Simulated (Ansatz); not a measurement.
# C8H12: a ladder of functionals and wavefunction methods

An exercise on one series of results from a longer session: the logs are not shown, and one member is left open.

Program: Ansatz 0.2.0, Gaussian basis. Level of theory: functionals in def2-TZVPP, the program's frozen cores in correlated methods. These are calculated values, not measurements.

Plan: LDA (SPW92), PBE-D4, revPBE-D4, BLYP-D4, r2SCAN-D4, B97M-V, PBE0-D4, B3LYP-D4, r2SCANh-D4, r2SCAN0-D4, HSE06-D4, BHLYP-D4, CAM-B3LYP-D4, LC-ωPBE, ωB97X-V, ωB97M-V, B2PLYP, PBE-QIDH; CCSD(T)/def2-SVP; CCSD(T)/def2-TZVPP; MP2/def2-QZVPP; extrapolation to the limit; RPA on PBE.

## The geometry

The geometry comes from an earlier relaxation with PBE0-D4 in a triple-zeta def2 set; it is a stationary point, not always the lowest conformer.

SMILES `C=CC1CC=CCC1`, 20 atoms, charge 0, spin multiplicity 1.

Atoms are counted from 1 here; the program's logs count them from 0.

Bond lengths: C1–C2 1.325 Å, C1–H9 1.084 Å, C1–H10 1.086 Å, C2–C3 1.492 Å, C2–H11 1.090 Å, C3–C4 1.530 Å, C3–C8 1.529 Å, C3–H12 1.097 Å, C4–C5 1.496 Å, C4–H13 1.095 Å, C4–H14 1.099 Å, C5–C6 1.328 Å, C5–H15 1.087 Å, C6–C7 1.496 Å, C6–H16 1.086 Å, C7–C8 1.522 Å, C7–H17 1.098 Å, C7–H18 1.095 Å and more. Angles: C2–C1–H9 121.7°, C2–C1–H10 121.3°, H9–C1–H10 117.0°, C1–C2–C3 125.4°, C1–C2–H11 119.1°, C3–C2–H11 115.5°, C2–C3–C4 111.1°, C2–C3–C8 111.6°, C2–C3–H12 108.5°, C4–C3–C8 109.5°, C4–C3–H12 108.1°, C8–C3–H12 108.0°, C3–C4–C5 112.6°, C3–C4–H13 109.5°, C3–C4–H14 109.6°, C5–C4–H13 109.9°, C5–C4–H14 109.7°, H13–C4–H14 105.3° and more.

The first run:

in.yaml reads:

```yaml
crystal:
  periodic: [false, false, false]
  atoms:
    - {symbol: C, position_ang: [-1.085545, -2.160716, -1.879960]}
    - {symbol: C, position_ang: [-0.220591, -1.707124, -0.984129]}
    - {symbol: C, position_ang: [-0.219925, -0.333381, -0.402456]}
    - {symbol: C, position_ang: [1.063787, 0.416240, -0.763927]}
    - {symbol: C, position_ang: [1.232302, 1.677796, 0.021887]}
    - {symbol: C, position_ang: [0.523002, 1.965881, 1.107409]}
    - {symbol: C, position_ang: [-0.495154, 1.038099, 1.690165]}
    - {symbol: C, position_ang: [-0.381649, -0.366935, 1.117450]}
    - {symbol: H, position_ang: [-1.030743, -3.173158, -2.263025]}
    - {symbol: H, position_ang: [-1.882799, -1.531239, -2.263909]}
    - {symbol: H, position_ang: [0.566949, -2.369769, -0.623973]}
    - {symbol: H, position_ang: [-1.068317, 0.222137, -0.822063]}
    - {symbol: H, position_ang: [1.066033, 0.640949, -1.835679]}
    - {symbol: H, position_ang: [1.931733, -0.238713, -0.602506]}
    - {symbol: H, position_ang: [1.973795, 2.387453, -0.334900]}
    - {symbol: H, position_ang: [0.680803, 2.915356, 1.611433]}
    - {symbol: H, position_ang: [-1.501350, 1.439630, 1.509090]}
    - {symbol: H, position_ang: [-0.385435, 1.009652, 2.779643]}
    - {symbol: H, position_ang: [-1.257660, -0.962684, 1.387106]}
    - {symbol: H, position_ang: [0.490774, -0.869483, 1.552336]}
basis:
  gaussian: {orbitals: def2-TZVPP}
hamiltonian: {xc: lda}
output: {orbitals: {seedname: orbitals}}
```

Command:

```sh
$ ansatz run in.yaml --threads 2 --pin off --events-out ev --progress --plain --max-ram 32768MiB --backend cuda --devices 0, --max-vram 18GiB
```

Among the steps run: LDA; PBE-D4 (GGA); revPBE-D4 (GGA); BLYP-D4 (GGA); r2SCAN-D4 (meta-GGA); B97M-V (meta-GGA); B3LYP-D4 (hybrid); r2SCANh-D4 (hybrid); r2SCAN0-D4 (hybrid); HSE06-D4 (hybrid); BHLYP-D4 (hybrid); CAM-B3LYP-D4 (range-separated); LC-ωPBE (range-separated); ωB97X-V (range-separated); ωB97M-V (range-separated); B2PLYP (double hybrid); PBE-QIDH (double hybrid).

One of the session's tables, all rows but one given; the rest of the session is left out.

It belongs to the step «Frontier levels by functional». 

| functional | HOMO (eV) | gap (eV) |
| --- | --- | --- |
| LDA (SPW92) | -5.97 | 5.05 |
| PBE-D4 | -5.83 | 5.16 |
| revPBE-D4 | -5.77 | 5.20 |
| BLYP-D4 | -5.68 | 5.16 |
| r2SCAN-D4 | -6.01 | 5.59 |
| B97M-V | ? | ? |
| PBE0-D4 | -6.93 | 7.32 |
| B3LYP-D4 | -6.73 | 6.87 |
| r2SCANh-D4 | -6.43 | 6.39 |
| r2SCAN0-D4 | -7.06 | 7.58 |
| HSE06-D4 | -6.53 | 6.53 |
| BHLYP-D4 | -7.90 | 9.42 |
| CAM-B3LYP-D4 | -8.25 | 9.79 |
| LC-ωPBE | -9.63 | 12.36 |
| ωB97X-V | -9.26 | 11.89 |
| ωB97M-V | -9.17 | 11.64 |

**Question.** Estimate the row for B97M-V.

The run gave: HOMO (eV): -6.05; gap (eV): 5.67. In the column «HOMO (eV)» it lies between r2SCANh-D4 (-6.43) and r2SCAN-D4 (-6.01).
